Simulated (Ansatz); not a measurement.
**SrCo2As2: properties at the relaxed cell**

An exercise on one series of results from a longer session: the logs are not shown, and one member is left open.

Computed with Ansatz 0.2.0 (DFT PBEsol, scalar-relativistic, plane waves, PAW, unless a step's input says otherwise).

## The starting structure

Symmetry: I4/mmm, No. 139, tetragonal system. The conventional cell has a = 3.896 Å, b = 3.896 Å, c = 11.487 Å, α = 90.00°, β = 90.00°, γ = 90.00°. Around Sr (site symmetry 4/mmm) lie 8 As at 3.21 Å and 8 Co at 3.47 Å. Co (site symmetry -4m2) has 4 As at 2.30 Å as nearest neighbours. As (site symmetry 4mm) has 4 Co at 2.30 Å and 4 Sr at 3.21 Å as nearest neighbours.

Coordinates:

```xyz
5
Lattice="-1.9479 1.9479 5.7434 1.9479 -1.9479 5.7434 1.9479 1.9479 -5.7434" Properties=species:S:1:pos:R:3 pbc="T T T"
Sr    0.0000    0.0000    0.0000
Co    0.0000    1.9479    2.8717
Co    1.9479    0.0000    2.8717
As    0.0000    0.0000    4.0884
As    0.0000    0.0000    7.3985
```

It goes back to an entry of the Materials Project.

It is the result of an earlier relaxation at this level (volume 17.43 Å³/atom; gap on the mesh: none (metal), site moments up to 0.4 μB).

The first run:

Contents of input.yaml:

```yaml
crystal:
  lattice:
    - [-1.9282312848, 1.9282312848, 5.6854053374]
    - [1.9282312848, -1.9282312848, 5.6854053374]
    - [1.9282312848, 1.9282312848, -5.6854053374]
  atoms:
    - { symbol: Sr, position: [0.0, 0.0, 0.0] }
    - { symbol: Co, position: [0.75, 0.25, 0.5], spin: 0.48 }
    - { symbol: Co, position: [0.25, 0.75, 0.5], spin: 0.48 }
    - { symbol: As, position: [0.3559179398, 0.3559179398, 0.0] }
    - { symbol: As, position: [0.6440820602, 0.6440820602, 0.0] }
basis:
  ecutwfc: 420
kpoints:
  mp_grid: { grid: [12, 12, 12] }
hamiltonian:
  xc: pbesol
scf:
  occupations: { method: gaussian, width: 0.1 }
output:
  forces: true
  stress: true
  eigenvalues: true
  populations: true
magnetization:
  spin_polarized: true
relax:
  adjacent_minimum: "off"
  f_tol: 0.01
  max_steps: 30
  cell: { stress_tol: 0.1, fix: [volume] }
```

The run is started by

```
> ansatz run input.yaml --threads 2 --pin off --max-ram 5120MiB --backend cpu --events-out ev --progress --plain --runs-dir out
```

Among the steps run: Point at V/V0 = 0.97; Volume × 1.03; The cell scaled to 0.94 of its volume; Volume × 1.06.

One table of the session follows, with a row left open; its other results are not shown here.

It belongs to the step «Energy against volume». 

| volume (Å³/atom) | energy above the lowest point (meV/atom) | pressure (GPa) | largest moment (μB) |
| --- | --- | --- | --- |
| 16.388 | 17.0 | 5.17 | 0.48 |
| 16.911 | ? | ? | ? |
| 17.434 | 0.0 | -0.01 | 0.43 |
| 17.957 | 3.7 | -2.23 | 0.46 |
| 18.480 | 14.2 | -4.11 | 0.48 |

Estimate the missing values for volume (Å³/atom) = 16.911.

Worked estimate for «energy above the lowest point (meV/atom)». A straight line through the neighbours (16.388, 17.0) and (17.434, 0.0) gives 17.0 + (0.0 − 17.0) × (16.911 − 16.388) / (17.434 − 16.388) = 8.5; a parabola fitted to 3 rows on both sides gives 4.4.

The run gave: energy above the lowest point (meV/atom): 4.2; pressure (GPa): 2.58; largest moment (μB): 0.41. In «energy above the lowest point (meV/atom)» the line misses by +4.3 and the parabola by +0.2.
